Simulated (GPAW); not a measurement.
Input of a GPAW 26.7.0 run:

Contents of run.py:

```python
from ase.dft.bandgap import bandgap
from ase.io import read, write
from ase.units import Bohr, GPa
from gpaw import GPAW, PW
from gpaw.elf import elf_from_dft_calculation

atoms = read('Ga3Se.xyz')

calc = GPAW(mode=PW(600),
            xc='LDA',
            kpts={'size': (6, 6, 6), 'gamma': True},
            occupations={'name': 'methfessel-paxton', 'order': 0, 'width': 0.1},
            nbands=18,
            convergence={'density': 1e-05, 'energy': 1e-05},
            maxiter=150,
            txt='gpaw.txt')
atoms.calc = calc
energy = atoms.get_potential_energy()
forces = atoms.get_forces()
stress = atoms.get_stress()
calc.write('gs.gpw')
write('result.traj', atoms)
print(f'Energy: {energy:.6f} eV')
print('Forces (eV/A):')
print(forces.round(4))
print('Stress (GPa):', (stress / GPa).round(3))
print('Fermi level:', round(calc.get_fermi_level(), 4), 'eV')
print(f'Gap: {bandgap(calc)[0]:.4f} eV, direct: {bandgap(calc, direct=True)[0]:.4f} eV')

# fields on the real-space grid
write('density.cube', atoms, data=calc.get_pseudo_density() * Bohr**3)
write('potential.cube', atoms, data=calc.get_electrostatic_potential())
write('elf.cube', atoms, data=elf_from_dft_calculation(calc).data)
```

Ga3Se.xyz

```xyz
4
Lattice="4.4324650000 0.0000000000 0.0000000000 0.0000000000 4.4324650000 0.0000000000 0.0000000000 0.0000000000 4.4324650000" Properties=species:S:1:pos:R:3 pbc="T T T"
Se     0.0000000000      0.0000000000      0.0000000000
Ga     2.2162325000      2.2162325000      0.0000000000
Ga     2.2162325000      0.0000000000      2.2162325000
Ga     0.0000000000      2.2162325000      2.2162325000
```

Potentials or basis: the program's PAW data sets (release 1.2.1) made for this functional, pw.

The run is started by

```bash
$ OMP_NUM_THREADS=1 python run.py
```

Q: What does it give for the pressure?

A: -5.2 GPa.

Q: What does it give for the band gap on the k mesh?

A: None (metal or under the smearing width).
